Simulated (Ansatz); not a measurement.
A run of Ansatz 0.2.0 is set up as follows.

Contents of input.yaml:

```yaml
crystal:
  lattice:
    - [6.48991, -6.67692, -0.04765]
    - [6.48991, 6.67692, -0.04765]
    - [-1.96739, 0.0, 5.7522]
  atoms:
    - { symbol: Ba, position: [0.47917, 0.52083, 0.0] }
    - { symbol: Ba, position: [0.79264, 0.20736, 0.0] }
    - { symbol: V, position: [0.65694, 0.94605, 0.25735], spin: 2.0 }
    - { symbol: V, position: [0.05395, 0.34306, 0.74265], spin: 2.0 }
    - { symbol: V, position: [0.57442, 0.42558, 0.5], spin: 2.0 }
    - { symbol: Tl, position: [0.49835, 0.85629, 0.63726] }
    - { symbol: Tl, position: [0.14371, 0.50165, 0.36274] }
    - { symbol: Tl, position: [0.01508, 0.98492, 0.5] }
    - { symbol: Tl, position: [0.30964, 0.12677, 0.21892] }
    - { symbol: Tl, position: [0.87323, 0.69036, 0.78108] }
    - { symbol: O, position: [0.0039, 0.26325, 0.44275] }
    - { symbol: O, position: [0.59719, 0.60676, 0.67706] }
    - { symbol: O, position: [0.91333, 0.4282, 0.84635] }
    - { symbol: O, position: [0.52536, 0.79943, 0.20594] }
    - { symbol: O, position: [0.68766, 0.41628, 0.31356] }
    - { symbol: O, position: [0.09251, 0.20316, 0.88601] }
    - { symbol: O, position: [0.58372, 0.31234, 0.68644] }
    - { symbol: O, position: [0.79684, 0.90749, 0.11399] }
    - { symbol: O, position: [0.5718, 0.08667, 0.15365] }
    - { symbol: O, position: [0.20057, 0.47464, 0.79406] }
    - { symbol: O, position: [0.73675, 0.9961, 0.55725] }
    - { symbol: O, position: [0.39324, 0.40281, 0.32294] }
hamiltonian:
  xc: pbe
  pseudopotentials: { kind: paw }
  hubbard: { sites: [{ species: V, l: d, u_eff: 4.0 }] }
magnetization:
  spin_polarized: true
kpoints:
  mp_grid: { grid: [3, 3, 5] }
scf:
  occupations: { method: fermi_dirac, width: 0.05 }
  n_extra_bands: 55
output:
  forces: true
  stress: true
  eigenvalues: true
  dos: { projected: true, de: 0.05, nscf_kmesh: { grid: [5, 5, 8] } }
  write_density: true
  write_potential: true
  elf: true
  volumetric_format: npy
```

Potentials or basis: Ansatz PAW.

Command:

```console
$ ansatz run input.yaml --threads 8 --pin off --max-ram 20480MiB --backend cpu --events-out ev --progress --plain --runs-dir out
```

Question: What does it give for the largest force?

Answer: 0.151 eV/Å.

Question: Estimate the net moment.

Answer: 0.00 μB per cell.

Stress tensor (GPa, compression positive):
```
 0.32  0.00 -0.07
 0.00  0.23  0.00
-0.07  0.00  0.35
```

Caveat: the magnetic or orbital state may not be the lowest; odd divisions of the mesh miss points on the zone boundary, where band edges often lie, so the gap on the mesh can be too wide; the pressure holds a Pulay correction of +0.3 GPa for the finite cutoff; spin-orbit coupling is left out, which as a rule narrows the gap of such compounds by several tenths of an eV; the starting moments weren't kept. The state reached can hang on the start; a lower one may exist.
